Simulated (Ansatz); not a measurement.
# Cl₂FGeH₃Si: small, medium and large basis sets

The task here is to estimate one member of a computed series from the others.

Method: one geometry, several basis sets; program: Ansatz 0.2.0, Gaussian basis.

Plan: PBE0-D4/def2-SVP; ωB97M-V/def2-SVP; PBE0-D4/def2-QZVPP; ωB97M-V/def2-QZVPP; the functionals' def2-TZVPP values are taken from earlier runs.

## The relaxed structure

The geometry comes from an earlier relaxation with PBE0-D4 in a triple-zeta def2 set; it is a stationary point, not always the lowest conformer.

SMILES `F[Si](Cl)(Cl)[GeH3]`, 8 atoms, charge 0, spin multiplicity 1.

Atoms are counted from 1 here; the program's logs count them from 0.

Bond lengths: F1–Si2 1.589 Å, Si2–Cl3 2.038 Å, Si2–Cl4 2.038 Å, Si2–Ge5 2.370 Å, Ge5–H6 1.534 Å, Ge5–H7 1.534 Å, Ge5–H8 1.533 Å. Angles: F1–Si2–Cl3 107.1°, F1–Si2–Cl4 107.1°, F1–Si2–Ge5 110.8°, Cl3–Si2–Cl4 108.8°, Cl3–Si2–Ge5 111.5°, Cl4–Si2–Ge5 111.5°, Si2–Ge5–H6 109.2°, Si2–Ge5–H7 109.2°, Si2–Ge5–H8 108.3°, H6–Ge5–H7 110.1°, H6–Ge5–H8 110.0°, H7–Ge5–H8 110.0°.

Set-up of the first run:

Input file in.yaml:

```yaml
crystal:
  periodic: [false, false, false]
  atoms:
    - {symbol: F, position_ang: [-1.334348, -1.609232, 0.880873]}
    - {symbol: Si, position_ang: [-0.129670, -1.113315, -0.028311]}
    - {symbol: Cl, position_ang: [1.550345, -2.052128, 0.641560]}
    - {symbol: Cl, position_ang: [-0.518427, -1.738314, -1.928518]}
    - {symbol: Ge, position_ang: [0.092783, 1.243737, 0.080366]}
    - {symbol: H, position_ang: [0.373915, 1.657436, 1.530249]}
    - {symbol: H, position_ang: [-1.204959, 1.895955, -0.412419]}
    - {symbol: H, position_ang: [1.262661, 1.658760, -0.819500]}
basis:
  gaussian: {orbitals: def2-SVP}
hamiltonian: {xc: pbe0, dispersion: d4}
output: {orbitals: {seedname: orbitals}}
```

Among the steps run: PBE0-D4 in def2-SVP; ωB97M-V in def2-SVP; PBE0-D4 in def2-QZVPP; ωB97M-V in def2-QZVPP.

One table of the session follows, with a row left open; its other results are not shown here.

It belongs to the step «Density functionals: the series». 

| functional | basis | HOMO (eV) | LUMO (eV) |
| --- | --- | --- | --- |
| PBE0-D4 | def2-SVP | -8.63 | -0.17 |
| PBE0-D4 | def2-TZVPP | -8.68 | -0.41 |
| PBE0-D4 | def2-QZVPP | -8.70 | -0.50 |
| ωB97M-V | def2-SVP | -10.61 | 1.78 |
| ωB97M-V | def2-TZVPP | -10.70 | 1.49 |
| ωB97M-V | def2-QZVPP | ? | ? |

**Question.** Estimate the row for ωB97M-V, def2-QZVPP.

The run gave: HOMO (eV): -10.73; LUMO (eV): 1.26. In the column «HOMO (eV)» it is the lowest.
